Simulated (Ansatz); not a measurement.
# Al₂Ga (quartet): wave-function methods side by side, cc-pVTZ

The task here is to estimate one member of a computed series from the others.

Method: cc-pVTZ, core rule «outside noble gas», up to 24 orbitals frozen; program: Ansatz 0.2.0, Gaussian basis.

The runs, in order: UHF; CCSD(T) on ROHF; CCSD(T) on UHF; BCCD(T) on ROHF; CCSDT(Q) on ROHF; CCSDT(Q) on UHF; CASSCF and MRCISD+Q, 9 electrons in 12 orbitals; CASSCF and NEVPT2, 9 electrons in 12 orbitals.

5 further runs of the same task are left out: 5 set aside as unsound or not needed.

## What is computed

The geometry is a PBE0/def2-TZVP stationary point (not a proven minimum). No spin-orbit coupling is included. The filled d shell of Ga may be among the frozen orbitals whatever the setting's name suggests; the logs give the count.

3 atoms, charge 0, spin multiplicity 4.

Atoms are counted from 1 here; the program's logs count them from 0.

Bond lengths: Al1–Al2 2.581 Å, Al2–Ga3 2.573 Å. Angles: Al1–Al2–Ga3 70.0°.

Set-up of the first run:

The input, in.yaml:

```yaml
crystal:
  periodic: [false, false, false]
  atoms:
    - {symbol: Al, position_ang: [0.000000, -1.007251, 1.777914]}
    - {symbol: Al, position_ang: [0.000000, 1.438625, 0.953445]}
    - {symbol: Ga, position_ang: [0.000000, -0.166934, -1.056986]}
basis:
  gaussian: {orbitals: cc-pVTZ}
magnetization: {spin_polarized: true, initial_magnetization: 3}
hamiltonian: {xc: hf}
output: {orbitals: {seedname: orbitals}}
```

Command:

```bash
> ansatz run in.yaml --threads 1 --pin off --events-out ev --progress --plain --max-ram 4096MiB --backend cpu
```

Steps of the session up to this table: UHF; CCSD(T) on ROHF; CCSD(T) on UHF; BCCD(T) on ROHF; CCSDT(Q) on ROHF; CCSDT(Q) on UHF; CASSCF and MRCISD+Q, 9 electrons in 12 orbitals; CASSCF and NEVPT2, 9 electrons in 12 orbitals.

One of the session's tables, all rows but one given; the rest of the session is left out.

It belongs to the step «Misses and costs». 

```
          method  from RCCSDT(Q) (kcal/mol)
            ROHF                    +135.42
             UHF                    +131.01
            RMP2                     +27.18
            UMP2                     +29.42
           RCCSD                     +11.67
           UCCSD                     +11.32
        RCCSD(T)                      +2.13
        UCCSD(T)                      +2.10
         BCCD(T)                          ?
          RCCSDT                      +0.97
          UCCSDT                      +0.81
       RCCSDT(Q)                          0
       UCCSDT(Q)                      -0.16
  CASSCF valence                     +74.57
  NEVPT2 valence                     +16.73
  MRCISD valence                      +6.83
MRCISD+Q valence                      +0.38
```

Q: Estimate the row for BCCD(T) from the others.

**Answer.** from RCCSDT(Q) (kcal/mol): +2.11. In the column «from RCCSDT(Q) (kcal/mol)» it lies between UCCSD(T) (+2.10) and RCCSD(T) (+2.13).

With the free atoms at the same levels and basis (separate runs), the atomisation energy is 3.296 eV at RCCSDT(Q), 3.239 eV at RCCSD(T), 3.235 eV at UCCSD(T), 1.881 eV at ROHF.

Caveats from the session: Restricted and unrestricted rows rest on different reference determinants; where their highest levels disagree by more than a few hundredths of an eV, they describe different states and don't form one ladder.
